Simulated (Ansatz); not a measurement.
**CH₇NSi₂: small, medium and large basis sets**

One table from this session's results is given with a row withheld; the runs are named, their logs left out.

Method: one geometry, several basis sets; program: Ansatz 0.2.0, Gaussian basis.

The runs, in order: PBE0-D4/def2-SVP; ωB97M-V/def2-SVP; PBE0-D4/def2-QZVPP; ωB97M-V/def2-QZVPP; the functionals' def2-TZVPP values are taken from earlier runs.

### Structure used throughout

All runs share one geometry, relaxed beforehand with PBE0-D4 in a triple-zeta def2 set.

SMILES `CN1[SiH2][SiH2]1`, 11 atoms, charge 0, spin multiplicity 1.

Atoms are counted from 1 here; the program's logs count them from 0.

Bond lengths: C1–N2 1.441 Å, C1–H5 1.094 Å, C1–H6 1.094 Å, C1–H7 1.096 Å, N2–Si3 1.730 Å, N2–Si4 1.730 Å, Si3–Si4 2.227 Å, Si3–H8 1.489 Å, Si3–H9 1.490 Å, Si4–H10 1.489 Å, Si4–H11 1.490 Å. Angles: N2–C1–H5 110.9°, N2–C1–H6 110.9°, N2–C1–H7 111.8°, H5–C1–H6 107.6°, H5–C1–H7 107.8°, H6–C1–H7 107.8°, C1–N2–Si3 139.9°, C1–N2–Si4 139.9°, Si3–N2–Si4 80.1°, N2–Si3–Si4 49.9°, N2–Si3–H8 116.8°, N2–Si3–H9 117.5°, Si4–Si3–H8 125.1°, Si4–Si3–H9 124.4°, H8–Si3–H9 108.8°, N2–Si4–Si3 49.9°, N2–Si4–H10 116.8°, N2–Si4–H11 117.5° and more.

Set-up of the first run:

The input, in.yaml:

```yaml
crystal:
  periodic: [false, false, false]
  atoms:
    - {symbol: C, position_ang: [-0.619621, 1.421902, -0.337025]}
    - {symbol: N, position_ang: [-0.076265, 0.122166, -0.035342]}
    - {symbol: Si, position_ang: [0.188907, -0.918671, 1.320792]}
    - {symbol: Si, position_ang: [0.738828, -1.186349, -0.820167]}
    - {symbol: H, position_ang: [-1.001845, 1.455972, -1.361161]}
    - {symbol: H, position_ang: [-1.449834, 1.662178, 0.333220]}
    - {symbol: H, position_ang: [0.132740, 2.212192, -0.234316]}
    - {symbol: H, position_ang: [-1.020159, -1.493836, 1.972559]}
    - {symbol: H, position_ang: [1.127225, -0.447554, 2.377622]}
    - {symbol: H, position_ang: [-0.047238, -1.967462, -1.814869]}
    - {symbol: H, position_ang: [2.092663, -0.917639, -1.380711]}
basis:
  gaussian: {orbitals: def2-SVP}
hamiltonian: {xc: pbe0, dispersion: d4}
output: {orbitals: {seedname: orbitals}}
```

Run with:

```bash
$ ansatz run in.yaml --threads 2 --pin off --events-out ev --progress --plain --max-ram 4352MiB
```

Steps of the session up to this table: PBE0-D4 in def2-SVP; ωB97M-V in def2-SVP; PBE0-D4 in def2-QZVPP; ωB97M-V in def2-QZVPP.

One table of the session follows, with a row left open; its other results are not shown here.

```
functional       basis  HOMO (eV)
   PBE0-D4    def2-SVP      -6.91
   PBE0-D4  def2-TZVPP      -7.01
   PBE0-D4  def2-QZVPP      -7.03
   ωB97M-V    def2-SVP          ?
   ωB97M-V  def2-TZVPP      -9.14
   ωB97M-V  def2-QZVPP      -9.15
```

**Question.** Estimate the row for ωB97M-V, def2-SVP.

The run gave: HOMO (eV): -9.11. In the column «HOMO (eV)» it lies between ωB97M-V, def2-TZVPP (-9.14) and PBE0-D4, def2-QZVPP (-7.03).
